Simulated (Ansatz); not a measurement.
# Cl3FHf: the cost of one run

Method: the settings change from run to run; program: Ansatz 0.2.0, Gaussian basis.

**1. The relaxed structure**

An earlier PBE0-D4 in a triple-zeta def2 set relaxation fixed the geometry. Hf takes a core potential in def2 sets; no spin-orbit term is included.

SMILES `[F][Hf]([Cl])([Cl])[Cl]`, 5 atoms, charge 0, spin multiplicity 1.

Atoms are counted from 1 here; the program's logs count them from 0.

Bond lengths: F1–Hf2 1.881 Å, Hf2–Cl3 2.324 Å, Hf2–Cl4 2.324 Å, Hf2–Cl5 2.324 Å. Angles: F1–Hf2–Cl3 108.9°, F1–Hf2–Cl4 108.9°, F1–Hf2–Cl5 108.9°, Cl3–Hf2–Cl4 110.1°, Cl3–Hf2–Cl5 110.1°, Cl4–Hf2–Cl5 110.1°.

**2. MP2/def2-TZVPD**

This run has charge +1, multiplicity 2, atoms shaken by 0.08 Å, a grid of angular degree 23, correlated electrons set to all, high accuracy.

File in.yaml:

```yaml
crystal:
  periodic: [false, false, false]
  atoms:
    - {symbol: F, position_ang: [-0.401750, -0.295670, 1.897671]}
    - {symbol: Hf, position_ang: [-0.047491, -0.001580, 0.031220]}
    - {symbol: Cl, position_ang: [1.928411, -1.247479, -0.457463]}
    - {symbol: Cl, position_ang: [-1.868329, -0.729602, -1.137855]}
    - {symbol: Cl, position_ang: [0.584755, 2.133355, -0.204260]}
basis:
  gaussian: {orbitals: def2-TZVPD, final_grid: {core_spheres: 8, valence_spheres: 7, degree: 23}}
total_charge: 1
magnetization: {spin_polarized: true, initial_magnetization: 1}
hamiltonian: {xc: {name: HF}}
correlation: {method: mp2, electrons: all}
accuracy: high
```

Launch:

```console
$ ansatz run in.yaml --threads 4 --pin off --events-out ev --progress --plain --max-ram 10444MiB
```

**Question.** How long does this run take on 4 threads of Intel Xeon Platinum 8488C, shared host, and how much memory does it need?

About 76 s, with a peak of 1.5 GiB.
